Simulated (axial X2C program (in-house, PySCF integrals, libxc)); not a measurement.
# BrCa: from the state search to constants

What are the state, bond length, wavenumber and bond energy of BrCa, and what does spin–orbit coupling change?

The runs use an in-house X2C program for linear molecules on PySCF integrals; all-electron X2C, Br dyall-cv3z, Ca dyall-cv3z.

All values are calculated.

### Step 1. Set-up

Contents of task.json:

```json
{"zs": [35, 20], "q": 0, "bas": ["dyall-cv3z", "dyall-cv3z"], "levels": ["PBE0", "HF", "PBEsol"], "cc": true, "r0": 2.85, "thr": -1.0, "nmax": 90, "npts": 10, "nst": 2, "ntry": 6}
```

Keys: zs atomic numbers; q charge; bas basis sets; levels methods (HF also brings MP2); cc coupled cluster on or off; r0 starting distance in Å; thr threshold in hartree for freezing inner shells (an s shell follows its p shell); nmax most natural virtual spinors; npts points asked for on the curve; nst determinants followed; ntry starts of the search.

Run with:

```console
$ python so2c.py task.json out
```

Spin-free means the one-electron spin-free X2C Hamiltonian; two-component (2c) means X2C with spin–orbit coupling and atomic mean-field two-electron Coulomb and Gaunt terms. Basis: Br dyall-cv3z contracted to [8s9p6d4f1g], Ca dyall-cv3z contracted to [11s12p6d4f]; Gaussian nuclei, density fitting. Masses: Br 78.918 u, Ca 39.963 u.

Notation: σ, π±, δ± give the projection m of an orbital's angular momentum (0, ±1, ±2), α and β its spin, Λ and M_S the sums; ω is the projection of a spinor's total angular momentum and Ω the sum. Logs are in hartree.

The results follow Hamiltonian by Hamiltonian and level by level.

### Step 2. Which state to follow

PBE0 moves the distance from 2.850 Å to 2.593 Å and compares determinants there.

Spin-free determinants:

| ΔE (eV) | state | open shells |
| --- | --- | --- |
| 0.00 | M_S = 1/2, Λ = 0 | beyond closed shells: σα |
| 1.82 | M_S = 1/2, Λ = 1 | beyond closed shells: π+α |
| 2.37 | M_S = 1/2, Λ = 2 | beyond closed shells: δ+α |
| 4.71 | M_S = 1/2, Λ = 1 | beyond closed shells: π+α, π+β, π-α |
| 6.01 | M_S = 3/2, Λ = 0 | beyond closed shells: σα, π+α, π+β, 2 × π-α |

Two-component determinants:

| ΔE (eV) | state | open shells |
| --- | --- | --- |
| 0.00 | Ω = 1/2 | excess of +ω over −ω: ω = 1/2 |
| 1.83 | Ω = 3/2 | excess of +ω over −ω: ω = 3/2 |
| 2.37 | Ω = 5/2 | excess of +ω over −ω: ω = 5/2 |
| 4.56 | Ω = 3/2 | excess of +ω over −ω: ω = 3/2 |
| 5.86 | Ω = 7/2 | excess of +ω over −ω: ω = 1/2, 2 × ω = 3/2 |
| 5.91 | Ω = 5/2 | excess of +ω over −ω: 2 × ω = 1/2, ω = 3/2 |
| 5.97 | Ω = 1/2 | excess of +ω over −ω: 2 × ω = -1/2, ω = 3/2 |

### Step 3. PBE0, spin-free

State followed: M_S = 1/2, Λ = 0 (beyond closed shells: σα). The scan is laid around 2.593 Å, a first estimate of the minimum, and this SCF restarts from the orbitals of the search.

Output at 2.593 Å:

```text
spin-free X2C-1e  PBE0
basis functions 207  fitting functions 918  grid points 5802
iter        total energy     max residual
   1      -3286.438348941     7.59e-05
   2      -3286.438348978     5.19e-05
   3      -3286.438349006     1.01e-05
   4      -3286.438349009     3.30e-06
converged
one-electron -4842.44807004  Coulomb 1542.07601376  exact exchange -31.67925406  xc functional -97.24243691  nuclear repulsion 142.85539824
```

Along the bond, energies from the lowest point:

```tsv
R (Å)	E (eV)	μ (D)	HOMO (eV)	LUMO (eV)	iterations
2.256	0.6618	2.60	-4.13	-1.95	27
2.360	0.2699	2.99	-4.24	-2.03	19
2.437	0.1043	3.32	-4.33	-2.10	15
2.515	0.0209	3.68	-4.42	-2.17	13
2.593	0.0000	4.06	-4.50	-2.25	4
2.684	0.0347	4.52	-4.60	-2.34	14
2.775	0.1151	5.00	-4.70	-2.43	13
2.891	0.2640	5.64	-4.83	-2.55	13
3.034	0.4876	6.43	-4.97	-2.71	12
3.241	0.8477	7.61	-5.18	-2.93	16
```

Dipoles are positive if Ca is the positive end.

Outer orbitals at the reference distance:

```tsv
symmetry	occupied	ε (eV)	atomic character
π+α	yes	-30.48	100% Ca p
π-α	yes	-30.48	100% Ca p
σα	yes	-30.42	99% Ca p
π+β	yes	-30.39	100% Ca p
π-β	yes	-30.39	100% Ca p
σβ	yes	-30.26	99% Ca p
σα	yes	-20.46	82% Br s, 7% Ca p, 6% Ca d
σβ	yes	-20.42	82% Br s, 7% Ca p, 6% Ca d
σα	yes	-8.23	82% Br p, 7% Ca s, 6% Ca d
σβ	yes	-8.15	82% Br p, 6% Ca s, 6% Ca d
π-α	yes	-7.54	88% Br p, 6% Ca d, 3% Ca p
π+α	yes	-7.54	88% Br p, 6% Ca d, 3% Ca p
π-β	yes	-7.54	88% Br p, 6% Ca d, 3% Ca p
π+β	yes	-7.54	88% Br p, 6% Ca d, 3% Ca p
σα	yes	-4.50	75% Ca s, 18% Ca p, 4% Ca d
σβ	no	-2.25	81% Ca s, 10% Ca p, 7% Ca d
π+α	no	-1.35	75% Ca p, 25% Ca d
π-α	no	-1.35	75% Ca p, 25% Ca d
σα	no	-1.11	52% Ca d, 43% Ca p
```

PBE0 fields in the half plane through the axis: z from -2.4 to 4.8 Å across, distance from the axis 0.15 to 2.25 Å upwards; Br lies at z = 0 and Ca at z = 2.593 Å; the ELF is damped to zero where the density is low.

log10 density (e/bohr³). Ten even steps from ' ' (-4.62 ) to '@' (1.44 ):
```
    ......::::::::::::::::::::::::::::::::::::::::
  ....::::::--------------::::::------------::::::
  ..::::------========------------------------::::
....::----======++========------======----------::
..::----====++++++++++++========++++======--------
..::--====++++********++++==++++******++==--------
::::--==++++**######**++++++++**######**++==------
::::--==++****%%@@%%****++++**##%%@@##**++==------
```

ELF. Ten even steps from ' ' (0.00 ) to '@' (0.98 ):
```
            ..........      ..::++##@@@@@@@@@@##++
        ..::----====--::..    ..--**%%@@@@@@@@@@%%
      ..::==++******++==::..    ..::==##@@@@@@@@@@
    ..::==**##########**==..      ....::++%%@@@@@@
    ::==**##%%%%%%%%%%##++..  ..--==::....==%%@@@@
  ..--++##%%%%**++**%%%%**....**%%%%##--....**@@@@
  ..==**%%%%++::--..==%%**..==%%##**%%##::  --%%@@
  ::==**%%##::##::##::##**..**%%==%%++%%==  ::%%@@
```

Re = 2.585 Å, ωe = 286.6 cm⁻¹, ωexe = 0.853 cm⁻¹, Be = 0.09511 cm⁻¹, De = 3.86 eV, μ = 4.02 D.

### Step 4. HF, spin-free

Output at 2.593 Å:

```text
spin-free X2C-1e  HF
basis functions 207  fitting functions 918  grid points 5802
iter        total energy     max residual
   1      -3284.233674287     2.33e-01
   2      -3284.257681942     7.39e-03
   3      -3284.258653626     8.70e-03
   4      -3284.258892077     3.24e-03
   5      -3284.258996430     1.74e-03
   6      -3284.259027244     1.01e-03
   7      -3284.259029588     1.70e-04
   8      -3284.259029781     4.18e-05
   9      -3284.259029803     2.52e-05
  10      -3284.259029808     3.37e-06
  11      -3284.259029808     2.72e-06
converged
one-electron -4841.98807946  Coulomb 1541.67543168  exact exchange -126.80178026  xc functional 0.00000000  nuclear repulsion 142.85539824
```

Re = 2.665 Å, ωe = 274.1 cm⁻¹, ωexe = 0.796 cm⁻¹, Be = 0.08945 cm⁻¹, De = 3.27 eV, μ = 4.31 D.

### Step 5. PBEsol, spin-free

Output at 2.593 Å:

```text
spin-free X2C-1e  PBEsol
basis functions 207  fitting functions 918  grid points 5802
iter        total energy     max residual
   1      -3283.726924011     1.47e-01
   2      -3283.731269295     9.57e-03
   3      -3283.731549258     3.99e-02
   4      -3283.732695856     3.43e-03
   5      -3283.732710146     1.64e-03
   6      -3283.732721562     8.25e-04
   7      -3283.732722479     1.64e-04
   8      -3283.732722688     7.65e-05
   9      -3283.732722712     3.54e-05
  10      -3283.732722720     8.98e-06
converged
one-electron -4841.91357989  Coulomb 1541.47184308  exact exchange 0.00000000  xc functional -126.14638416  nuclear repulsion 142.85539824
```

Re = 2.556 Å, ωe = 291.1 cm⁻¹, ωexe = 0.889 cm⁻¹, Be = 0.0973 cm⁻¹, De = 4.12 eV, μ = 3.85 D.

### Step 6. Correlated methods, spin-free

Correlated methods: 9 electrons correlated (frozen shells, counted by type: Br 3 s, 2 p, 1 d; Ca 3 s, 2 p), 265 virtual spinors in MP2, 82 natural virtuals in coupled cluster.

Output of the correlated part at 2.593 Å:

```text
correlated 9  virtual 265  natural virtual 82  E(MP2) -0.178782506  MP2 remainder -0.003383499
iter   CCSD correlation   residual
   1     -0.186569542   6.79e-02
   2     -0.190066150   2.11e-02
   3     -0.190326678   6.29e-03
   4     -0.190308754   2.57e-03
   5     -0.190316773   8.75e-04
   6     -0.190317272   3.19e-04
   7     -0.190317376   1.06e-04
   8     -0.190317659   3.32e-05
   9     -0.190317373   8.31e-06
  10     -0.190317388   2.30e-06
(T) -0.007260742  T1 0.0122  D1 0.0258  max T2 0.029
```

T1 in the output is the amplitude norm over the root of the electron number; divide by √2 for the Lee–Taylor value.

MP2: Re = 2.658 Å, ωe = 274.7 cm⁻¹, Be = 0.08993 cm⁻¹, De = 3.82 eV.

CCSD: Re = 2.658 Å, ωe = 275.1 cm⁻¹, ωexe = 0.779 cm⁻¹, Be = 0.08997 cm⁻¹, De = 3.47 eV. T1 at Re = 0.008 (Lee–Taylor, the printed value over √2).

CCSD(T): Re = 2.658 Å, ωe = 274.8 cm⁻¹, ωexe = 0.777 cm⁻¹, Be = 0.08995 cm⁻¹, De = 3.55 eV. T1 at Re = 0.008 (Lee–Taylor, the printed value over √2).

### Step 7. A higher determinant, spin-free

State: M_S = 1/2, Λ = 1 (beyond closed shells: π+α).

Output at the reference distance:

```text
spin-free X2C-1e  PBE0
basis functions 207  fitting functions 918  grid points 5802
iter        total energy     max residual
   1      -3286.371295118     3.47e-05
   2      -3286.371295122     3.31e-05
   3      -3286.371295133     6.17e-06
   4      -3286.371295133     3.16e-06
converged
one-electron -4842.76402122  Coulomb 1542.48661826  exact exchange -31.68296446  xc functional -97.26632596  nuclear repulsion 142.85539824
```

```tsv
R (Å)	E above the lowest PBE0 point (eV)
2.256	2.454
2.360	2.077
2.437	1.919
2.515	1.842
2.593	1.825
2.684	1.861
2.775	1.941
2.891	2.087
3.034	2.303
```

Re = 2.580 Å, ωe = 283.2 cm⁻¹, ωexe = 0.895 cm⁻¹, Be = 0.09546 cm⁻¹, μ = 4.56 D. Te = 1.82 eV.

### Step 8. The spin-free curves together

Energy (eV) of the followed determinant, spin-free, from each level's lowest point:

```tsv
R (Å)	PBE0	HF	MP2	CCSD	CCSD(T)	PBEsol
2.256	0.662	1.031	0.986	n/a	n/a	0.543
2.360	0.270	0.500	0.473	0.471	0.471	0.198
2.437	0.104	0.251	0.233	0.232	0.232	0.061
2.515	0.021	0.098	0.087	0.086	0.087	0.002
2.593	0.000	0.020	0.015	0.014	0.014	0.000
2.684	0.035	0.000	0.000	0.000	0.000	0.053
2.775	0.115	0.037	0.041	0.042	0.041	0.147
2.891	0.264	0.143	0.151	0.153	0.152	0.309
3.034	0.488	0.330	0.342	n/a	n/a	0.543
3.241	0.848	0.656	0.674	n/a	n/a	0.911
```

### Step 9. PBE0, 2c

State followed: Ω = 1/2 (excess of +ω over −ω: ω = 1/2). The scan is laid around 2.593 Å, a first estimate of the minimum, and this SCF restarts from the orbitals of the search.

Output at 2.593 Å:

```text
two-component X2C + atomic mean field  PBE0
basis functions 207  fitting functions 918  grid points 5802
iter        total energy     max residual
   1      -3285.400417305     3.71e-05
   2      -3285.400417307     2.15e-05
   3      -3285.400417313     2.30e-06
converged
one-electron -4839.74536477  Coulomb 1541.49269649  exact exchange -31.66737440  xc functional -97.20598438  nuclear repulsion 142.85539824  atomic mean-field constant -1.12978850
```

Along the bond, energies from the lowest point:

```tsv
R (Å)	E (eV)	μ (D)	HOMO (eV)	LUMO (eV)	iterations
2.256	0.6643	2.60	-4.13	-1.95	27
2.360	0.2715	2.99	-4.24	-2.03	17
2.437	0.1054	3.32	-4.33	-2.10	15
2.515	0.0214	3.67	-4.41	-2.17	13
2.593	0.0000	4.05	-4.50	-2.25	3
2.684	0.0341	4.51	-4.60	-2.34	14
2.775	0.1141	4.99	-4.70	-2.43	13
2.891	0.2624	5.62	-4.82	-2.55	13
3.034	0.4853	6.42	-4.97	-2.71	13
3.241	0.8446	7.59	-5.17	-2.93	16
```

Dipoles are positive if Ca is the positive end.

Outer spinors at the reference distance:

| ω | occupied | ε (eV) | atomic character | λ mixture |
| --- | --- | --- | --- | --- |
| -1/2 | yes | -30.66 | 100% Ca p | 85% π, 15% σ |
| 1/2 | yes | -30.63 | 100% Ca p | 62% π, 38% σ |
| 3/2 | yes | -30.35 | 100% Ca p | 100% π |
| 1/2 | yes | -30.27 | 99% Ca p | 62% σ, 38% π |
| -3/2 | yes | -30.25 | 100% Ca p | 100% π |
| -1/2 | yes | -30.17 | 99% Ca p | 85% σ, 15% π |
| 1/2 | yes | -20.46 | 82% Br s, 7% Ca p, 6% Ca d | 100% σ |
| -1/2 | yes | -20.43 | 82% Br s, 7% Ca p, 6% Ca d | 100% σ |
| 1/2 | yes | -8.30 | 83% Br p, 6% Ca s, 6% Ca d | 90% σ, 10% π |
| -1/2 | yes | -8.23 | 83% Br p, 6% Ca d, 5% Ca s | 87% σ, 13% π |
| 1/2 | yes | -7.62 | 88% Br p, 6% Ca d, 3% Ca p | 90% π, 10% σ |
| -1/2 | yes | -7.62 | 87% Br p, 6% Ca d, 3% Ca p | 87% π, 13% σ |
| 3/2 | yes | -7.40 | 88% Br p, 6% Ca d, 3% Ca p | 100% π |
| -3/2 | yes | -7.39 | 88% Br p, 6% Ca d, 3% Ca p | 100% π |
| 1/2 | yes | -4.50 | 75% Ca s, 18% Ca p, 4% Ca d | 100% σ |
| -1/2 | no | -2.25 | 81% Ca s, 10% Ca p, 7% Ca d | 100% σ |
| -1/2 | no | -1.35 | 75% Ca p, 25% Ca d | 100% π |
| 3/2 | no | -1.34 | 74% Ca p, 26% Ca d | 100% π |
| 1/2 | no | -1.11 | 52% Ca d, 43% Ca p | 100% σ |

PBE0 fields in the half plane through the axis: z from -2.4 to 4.8 Å across, distance from the axis 0.15 to 2.25 Å upwards; Br lies at z = 0 and Ca at z = 2.593 Å; the ELF is damped to zero where the density is low.

log10 density (e/bohr³). Ten even steps from '0' (-4.62 ) to '9' (1.44 ):
```
0011122222222222222222222
0112223333333222333333222
0122333444433333333333322
1123344454444333444333332
1233445555554444554443333
1234455666655455666543333
2234556777655556777654333
2234566898665567897654333
```

ELF. Ten even steps from ' ' (0.00 ) to '@' (0.98 ):
```
            ..........      ..::++##@@@@@@@@@@##++
        ..::----====--::..    ..--**%%@@@@@@@@@@%%
      ..::==++******++==::..    ..::==##@@@@@@@@@@
    ..::==**##########**==..      ....::++%%@@@@@@
    ::==**##%%%%%%%%%%##++..  ..--==::....==%%@@@@
  ..--++##%%%%**++**%%%%**....**%%%%##--....**@@@@
  ..==**%%%%++::--..==%%**..==%%##**%%##::  --%%@@
  ::==**%%##::##::##::##**..**%%==%%++%%==  ::%%@@
```

Re = 2.586 Å, ωe = 286.3 cm⁻¹, ωexe = 0.853 cm⁻¹, Be = 0.09506 cm⁻¹, De = 3.76 eV, μ = 4.01 D.

### Step 10. HF, 2c

The SCF at the reference distance of 2.593 Å:

```text
two-component X2C + atomic mean field  HF
basis functions 207  fitting functions 918  grid points 5802
iter        total energy     max residual
   1      -3283.196556147     2.40e-01
   2      -3283.220574584     7.39e-03
   3      -3283.221551260     9.00e-03
   4      -3283.221791075     3.25e-03
   5      -3283.221896062     1.77e-03
   6      -3283.221927054     1.04e-03
   7      -3283.221929436     1.71e-04
   8      -3283.221929635     4.39e-05
   9      -3283.221929658     2.66e-05
  10      -3283.221929663     3.35e-06
  11      -3283.221929664     2.93e-06
converged
one-electron -4839.28381171  Coulomb 1541.09053873  exact exchange -126.75426642  xc functional 0.00000000  nuclear repulsion 142.85539824  atomic mean-field constant -1.12978850
```

Re = 2.666 Å, ωe = 273.8 cm⁻¹, ωexe = 0.795 cm⁻¹, Be = 0.08939 cm⁻¹, De = 3.11 eV, μ = 4.31 D.

### Step 11. PBEsol, 2c

The SCF at the reference distance of 2.593 Å:

```text
two-component X2C + atomic mean field  PBEsol
basis functions 207  fitting functions 918  grid points 5802
iter        total energy     max residual
   1      -3282.689458834     1.47e-01
   2      -3282.693797533     9.57e-03
   3      -3282.694082337     4.00e-02
   4      -3282.695233801     3.46e-03
   5      -3282.695248316     1.61e-03
   6      -3282.695259856     8.34e-04
   7      -3282.695260790     1.63e-04
   8      -3282.695261002     7.73e-05
   9      -3282.695261027     3.57e-05
  10      -3282.695261034     9.12e-06
converged
one-electron -4839.21190844  Coulomb 1540.88959627  exact exchange 0.00000000  xc functional -126.09855861  nuclear repulsion 142.85539824  atomic mean-field constant -1.12978850
```

Re = 2.556 Å, ωe = 290.8 cm⁻¹, ωexe = 0.89 cm⁻¹, Be = 0.09724 cm⁻¹, De = 3.99 eV, μ = 3.85 D.

### Step 12. MP2 and beyond, 2c

Correlated methods: 9 electrons correlated (frozen shells, counted by type: Br 3 s, 2 p, 1 d; Ca 3 s, 2 p), 265 virtual spinors in MP2, 82 natural virtuals in coupled cluster.

Output of the correlated part at 2.593 Å:

```text
correlated 9  virtual 265  natural virtual 82  E(MP2) -0.178728981  MP2 remainder -0.003385847
iter   CCSD correlation   residual
   1     -0.186520665   6.79e-02
   2     -0.190020718   2.11e-02
   3     -0.190280262   6.29e-03
   4     -0.190262400   2.57e-03
   5     -0.190270433   8.78e-04
   6     -0.190270923   3.20e-04
   7     -0.190271036   1.06e-04
   8     -0.190271316   3.32e-05
   9     -0.190271030   8.32e-06
  10     -0.190271046   2.31e-06
(T) -0.007257140  T1 0.0122  D1 0.0258  max T2 0.029
```

MP2: Re = 2.659 Å, ωe = 274.5 cm⁻¹, Be = 0.08987 cm⁻¹, De = 3.68 eV.

CCSD: Re = 2.658 Å, ωe = 274.9 cm⁻¹, ωexe = 0.779 cm⁻¹, Be = 0.08992 cm⁻¹, De = 3.33 eV. T1 at Re = 0.008 (Lee–Taylor, the printed value over √2).

CCSD(T): Re = 2.659 Å, ωe = 274.5 cm⁻¹, ωexe = 0.778 cm⁻¹, Be = 0.0899 cm⁻¹, De = 3.41 eV. T1 at Re = 0.008 (Lee–Taylor, the printed value over √2).

### Step 13. A higher determinant, 2c

State: Ω = 3/2 (excess of +ω over −ω: ω = 3/2).

Output at the reference distance:

```text
two-component X2C + atomic mean field  PBE0
basis functions 207  fitting functions 918  grid points 5802
iter        total energy     max residual
   1      -3285.333280670     4.61e-05
   2      -3285.333280679     2.27e-05
   3      -3285.333280689     1.00e-05
   4      -3285.333280692     6.82e-06
converged
one-electron -4840.06514790  Coulomb 1541.90746494  exact exchange -31.67114627  xc functional -97.23006120  nuclear repulsion 142.85539824  atomic mean-field constant -1.12978850
```

```tsv
R (Å)	E above the lowest PBE0 point (eV)
2.256	2.459
2.360	2.081
2.437	1.923
2.515	1.845
2.593	1.827
2.684	1.863
2.775	1.942
2.891	2.087
3.034	2.302
```

Re = 2.581 Å, ωe = 282.7 cm⁻¹, ωexe = 0.896 cm⁻¹, Be = 0.09539 cm⁻¹, μ = 4.56 D. Te = 1.83 eV.

### Step 14. The 2c curves together

Energy (eV) of the followed determinant, 2c, from each level's lowest point:

```tsv
R (Å)	PBE0	HF	MP2	CCSD	CCSD(T)	PBEsol
2.256	0.664	1.035	0.990	n/a	n/a	0.546
2.360	0.272	0.503	0.475	0.473	0.473	0.200
2.437	0.105	0.253	0.234	0.233	0.233	0.062
2.515	0.021	0.099	0.088	0.087	0.088	0.002
2.593	0.000	0.020	0.015	0.015	0.015	0.000
2.684	0.034	0.000	0.000	0.000	0.000	0.052
2.775	0.114	0.037	0.041	0.041	0.041	0.146
2.891	0.262	0.142	0.150	0.152	0.151	0.308
3.034	0.485	0.328	0.340	n/a	n/a	0.541
3.241	0.845	0.654	0.671	n/a	n/a	0.907
```

The whole job took 1.9 min on 1 thread of INTEL XEON PLATINUM 8581C at 2.30GHz (Emerald Rapids), shared host; peak memory 0.57 GiB.

### Step 15. Results

Lowest determinant that the search found at its distance, spin-free: M_S = 1/2, Λ = 0 (beyond closed shells: σα).

Lowest determinant that the search found at its distance, 2c: Ω = 1/2 (excess of +ω over −ω: ω = 1/2).

```tsv
Hamiltonian	level	Re (Å)	ωe (cm⁻¹)	De (eV)	μ (D)
spin-free	PBE0	2.585	286.6	3.86	4.02
spin-free	HF	2.665	274.1	3.27	4.31
spin-free	MP2	2.658	274.7	3.82	n/a
spin-free	CCSD	2.658	275.1	3.47	n/a
spin-free	CCSD(T)	2.658	274.8	3.55	n/a
spin-free	PBEsol	2.556	291.1	4.12	3.85
2c	PBE0	2.586	286.3	3.76	4.01
2c	HF	2.666	273.8	3.11	4.31
2c	MP2	2.659	274.5	3.68	n/a
2c	CCSD	2.658	274.9	3.33	n/a
2c	CCSD(T)	2.659	274.5	3.41	n/a
2c	PBEsol	2.556	290.8	3.99	3.85
```

Dipoles are positive if Ca is the positive end.

Time per point (s) on 1 thread of INTEL XEON PLATINUM 8581C at 2.30GHz (Emerald Rapids), shared host (2c runs; CCSD comes with the CCSD(T) run); the times are rough: PBE0 0.88, HF 0.47, MP2 0.57, CCSD(T) 2.4, PBEsol 0.5.

What this shows: At CCSD(T), going from spin-free to two-component changes Re by +1 mÅ, ωe by -0.1 %; the spin-free picture holds up (part of it comes from the scalar share of the two-electron terms). De moves by -0.14 eV; both De rest on single-determinant atoms, which can miss part of an open shell's spin–orbit lowering.

De refers to Br + Ca, each in the lowest determinant found, which need not be this curve's own limit. Each curve is one determinant whose occupation by symmetry is held fixed; it was picked as the lowest of a PBE0 search that is not exhaustive. Dissociation energies refer to the lowest single-determinant-based atoms at the same level and basis. Density functionals use the spin component along the axis (collinear). CCSD and (T) use frozen natural virtuals with an MP2 correction for the truncation. With the outer-core shells frozen, correlated bond lengths of heavy atoms tend to come out a few hundredths of an ångström too long.
